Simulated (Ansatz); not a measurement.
**TaSF3: structure and electronic state**

What does TaSF3 look like as a singlet, and where do its frontier electrons sit?

Method: RKS PBE0-D4/def2-TZVP; program: Ansatz 0.2.0, Gaussian basis.

Plan: relaxation at PBE0-D4/def2-SVP; a search for the lowest solution at PBE0-D4/def2-SVP; a single point at PBE0-D4/def2-TZVP.

**1. The starting structure**

5 atoms, charge 0, spin multiplicity 1.

Atoms are counted from 1 here; the program's logs count them from 0.

Bond lengths: Ta1–S2 2.238 Å, Ta1–F3 1.846 Å, Ta1–F4 1.848 Å, Ta1–F5 1.846 Å. Angles: S2–Ta1–F3 101.1°, S2–Ta1–F4 101.4°, S2–Ta1–F5 101.2°, F3–Ta1–F4 116.3°, F3–Ta1–F5 116.6°, F4–Ta1–F5 116.1°.

Formally the metal is d0. Ta takes a core potential in the def2 sets. No spin-orbit coupling is included.

The start is a GFN2-xTB geometry.

**2. Optimising with PBE0-D4/def2-SVP**

Input file in.yaml:

```yaml
crystal:
  periodic: [false, false, false]
  atoms:
    - {symbol: Ta, position_ang: [0.000190, 0.000920, -0.232280]}
    - {symbol: S, position_ang: [0.011700, -0.018780, 2.005450]}
    - {symbol: F, position_ang: [1.809760, 0.011980, -0.596790]}
    - {symbol: F, position_ang: [-0.912900, 1.569790, -0.577650]}
    - {symbol: F, position_ang: [-0.908740, -1.563900, -0.598740]}
basis:
  gaussian: {orbitals: def2-SVP}
hamiltonian: {xc: pbe0, dispersion: d4}
scf: {omitted_lower_state_checks: [starts]}
output: {orbitals: {seedname: orbitals}}
relax: {f_tol: 0.02, max_steps: 100}
```

Command:

```bash
> ansatz run in.yaml --threads 4 --pin off --events-out ev --progress --plain --max-ram 3916MiB
```

Further steps of the session: Searching for the lowest solution, PBE0-D4/def2-SVP; Single point, PBE0-D4/def2-TZVP.

Q: Predict the results of all the runs planned. Wanted: point group; near neighbours of the metal; HOMO, LUMO at PBE0-D4/def2-TZVP; charge on the metal; dipole at PBE0-D4/def2-SVP.

As calculated:

| quantity | value |
| --- | --- |
| point group | C3v |
| near neighbours of the metal | S 2.15, F 1.87, F 1.87, F 1.87 Å |
| HOMO, LUMO at PBE0-D4/def2-TZVP | -8.38, -2.21 eV |
| charge on the metal (Mulliken, PBE0-D4/def2-TZVP) | +1.46 e |
| dipole at PBE0-D4/def2-SVP | 1.64 D |

In words: The molecule keeps its bonding pattern by the stored test; the atoms moved 0.09 Å (rms). The metal has 4 near neighbours by the distance rule, from 1.87 to 2.15 Å. The Mulliken charge of the metal, +1.46 e, depends on the basis and isn't its oxidation state. No usable vibrations, so a minimum isn't proven. Whether this spin is the lowest isn't tested here.
